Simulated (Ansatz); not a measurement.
# FeRe: the cost of one run

Program: Ansatz 0.2.0. Level of theory: DFT LDA, with the methods named in each step. These are calculated values, not measurements.

1 further run of the same task is left out (it didn't finish).

## 1. The system as given

Symmetry: P-6m2, No. 187, hexagonal system. The conventional cell has a = 2.689 Å, b = 2.689 Å, c = 4.140 Å, α = 90.00°, β = 90.00°, γ = 120.00°. Around Fe (site symmetry -6m2) lie 6 Re at 2.59 Å and 6 Fe at 2.69 Å. Around Re (site symmetry -6m2) lie 6 Fe at 2.59 Å and 6 Re at 2.69 Å.

As a file:

```cif
data_structure
_symmetry_space_group_name_H-M 'P 1'
_symmetry_Int_Tables_number 1
_cell_length_a 2.6887
_cell_length_b 2.6887
_cell_length_c 4.1399
_cell_angle_alpha 90.000
_cell_angle_beta 90.000
_cell_angle_gamma 120.000
_cell_volume 25.92
loop_
_atom_site_label
_atom_site_type_symbol
_atom_site_fract_x
_atom_site_fract_y
_atom_site_fract_z
_atom_site_occupancy
Fe1 Fe 0.66667 0.33333 0.50000 1
Re1 Re 0.33333 0.66667 0.00000 1
```

Atoms are numbered in the order of the input: Fe1, Re2.

## 2. Free moments from the typed start, PAW

input.yaml

```yaml
crystal:
  lattice:
    - [2.6887134566, 0.0, 0.0]
    - [-1.3443567283, 2.3284941569, 0.0]
    - [0.0, 0.0, 4.139929]
  atoms:
    - { symbol: Fe, position: [0.6666666667, 0.3333333333, 0.5], spin: 3.0 }
    - { symbol: Re, position: [0.3333333333, 0.6666666667, 0.0], spin: 1.5 }
magnetization:
  spin_polarized: true
kpoints:
  mp_grid: { grid: [15, 15, 6] }
scf:
  occupations: { method: fermi_dirac, width: 0.1 }
  lower_state_search: "off"
hamiltonian:
  xc: lda
  pseudopotentials: { kind: paw }
output:
  forces: true
  stress: true
  eigenvalues: true
  write_density: true
  write_potential: true
  elf: true
  volumetric_format: npy
```

Command:

```
ansatz run input.yaml --threads 2 --pin off --max-ram 5120MiB --backend cpu --events-out ev --progress --plain --runs-dir out
```

What time and memory should one allow on 2 threads of AMD EPYC 7R43 (Zen 3), shared host?

About 16 s, with a peak of 0.46 GiB.
